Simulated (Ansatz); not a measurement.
The system is SiTe.

```xyz
2
Lattice="3.7143 0.0000 0.0000 -1.8572 3.2167 0.0000 0.0000 0.0000 4.9764" Properties=species:S:1:pos:R:3 pbc="T T T"
Si    0.0000    0.0000    2.4882
Te    0.0000    0.0000    0.0000
```

The cell was built by a generator and needn't be a form met in nature.

```yaml
Program: Ansatz 0.2.0
Task: relaxation of cell and atoms
Functional: HSEsol
Potentials_or_basis: Ansatz PAW
Cutoff: "420 eV (not typed: the program's choice for these potentials)"
k_mesh: 4 × 4 × 3
Occupations: fermi-dirac, width 0.05 eV
Spin: no spin polarisation
```

At the start: volume 29.73 Å³/atom.

Question: How do energy, volume and symmetry change on relaxing?

Answer: It ends after 11 steps and the volume is 23.63 Å³/atom (-20.5 %); space group P6/mmm (No. 191, to 0.05 Å).

Step by step:
```tsv
step	energy change (eV)	largest force (eV/Å)	volume (Å³)
1	0.0000	0.0000	59.46
2	-0.3066	0.0000	54.58
3	-0.8449	0.0000	53.89
4	-1.3399	0.0000	51.00
5	-1.5192	0.0000	46.52
6	-1.5229	0.0000	47.49
7	-1.5234	0.0000	47.25
8	-1.5234	0.0000	47.26
9	-1.5233	0.0000	47.26
10	-1.5233	0.0000	47.27
11	-1.5233	0.0000	47.27
```

Final structure:
```
Si Te
1.0
     3.10193    0.00000    0.00000
    -1.55097    2.68635    0.00000
     0.00000    0.00000    5.67233
Si Te
1 1
Direct
  0.00000 0.00000 0.50000
  0.00000 0.00000 0.00000
```

Caveat: the k mesh is coarse (spacing up to 0.49 Å⁻¹), so the values aren't converged, least of all with exact exchange; the volume moved by over 15 % at a fixed basis, so the end points are rough; the plane-wave basis is chosen anew once the cell has moved, so the energies of steps on either side of that aren't comparable; the PAW data sets come from PBE, with cores solved anew for the run's functional, which leaves a small shift of forces and pressure.
